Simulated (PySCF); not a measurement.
# [DyF3(H2O)]+: other functionals and bases at one geometry

An exercise on one series of results from a longer session: the logs are not shown, and one member is left open.

Method: several levels, as the steps say, no spin–orbit coupling; program: PySCF 2.14.0.

1 further run of the same task is left out (for a known fault of the program).

### The starting structure

7 atoms, charge 1, spin multiplicity 1.

Bond lengths: Dy1–F2 1.910 Å, Dy1–F3 1.908 Å, Dy1–F4 1.910 Å, Dy1–O5 2.262 Å, O5–H6 0.975 Å, O5–H7 0.975 Å. Angles: F2–Dy1–F3 111.1°, F2–Dy1–F4 113.8°, F2–Dy1–O5 106.4°, F3–Dy1–F4 111.1°, F3–Dy1–O5 107.6°, F4–Dy1–O5 106.4°, Dy1–O5–H6 126.7°, Dy1–O5–H7 126.7°, H6–O5–H7 106.5°.

Geometry (Å):

```xyz
7
charge 1, multiplicity 1
Dy    0.0299   -0.0247    0.0247
F     1.0699    1.1595    1.1036
F    -1.1240   -1.0990    1.0990
F     1.0699   -1.1036   -1.1595
O    -1.2730    1.2826   -1.2826
H    -1.6120    2.1709   -1.0656
H    -1.6120    1.0656   -2.1709
```

Formal oxidation states: Dy +4. Each metal's 8 4f electrons lie in its core potential, so multiplicities, spins and levels count the valence alone. An earlier session relaxed this geometry at PBE0, Dy lcecp-2-SVP with ECP54, F def2-SVP, O def2-SVP, H def2-SVP (singlet, point group Cs).

At PBE0 on the finer grid: E = -419.319207 Eh, frontier levels not given, since the 4f levels lie in the core, Mulliken charge on Dy1 +1.71 e, largest force component 0.005 eV/Å. 

Levels to run: HF; PBE; PBE0, TZVP. Hardware: 2 threads of Intel Xeon Platinum 8488C (Sapphire Rapids), shared host.

The first run:

File run.py (the lines that set the calculation):

```python
mol = gto.M(atom='''
Dy     0.02990    -0.02474     0.02474
F      1.06986     1.15945     1.10363
F     -1.12399    -1.09903     1.09903
F      1.06986    -1.10363    -1.15945
O     -1.27304     1.28260    -1.28260
H     -1.61196     2.17092    -1.06565
H     -1.61196     1.06565    -2.17092''',
    basis={'Dy': 'lcecp-2-SVP', 'F': 'def2-SVP', 'O': 'def2-SVP', 'H': 'def2-SVP'},
    ecp={'Dy': 'lcecp-2-SVP'},
    charge=1, spin=0)
mf = scf.RHF(mol)
mf = mf.density_fit()  # fitting sets: Dy AutoAux, F def2-universal-JKFIT, O def2-universal-JKFIT, H def2-universal-JKFIT
mf.conv_tol = 1e-08; mf.max_cycle = 55
mf.kernel(dm0)  # dm0: the density of the relaxed state
```

Launch:

```console
> OMP_NUM_THREADS=2 python run.py
```

Steps of the session up to this table: HF; PBE; PBE0, TZVP.

One of the session's tables, all rows but one given; the rest of the session is left out.

| level | charge on Dy1 (e) | dipole (D) | largest force component (eV/Å) |
| --- | --- | --- | --- |
| PBE0 (relaxed here) | 1.71 | 8.00 | 0.01 |
| HF | ? | ? | ? |
| PBE | 1.46 | 7.72 | 0.41 |
| PBE0, TZVP | 1.99 | 8.02 | 0.23 |

Q: Estimate the row for HF from the others.

**Answer.** charge on Dy1 (e): 2.28; dipole (D): 8.68; largest force component (eV/Å): 0.71. In the column «charge on Dy1 (e)» it is the highest.

The dipole of a charged species depends on the origin, so these sizes hold for this origin alone.

The largest leftover force, 0.71 eV/Å with HF, stands at a geometry relaxed at another level. With 4f in the core, its levels are missing from HOMO and gap, and its count is fixed, so no charge can pass from the ligands into it. Total energies of different levels can't be compared.
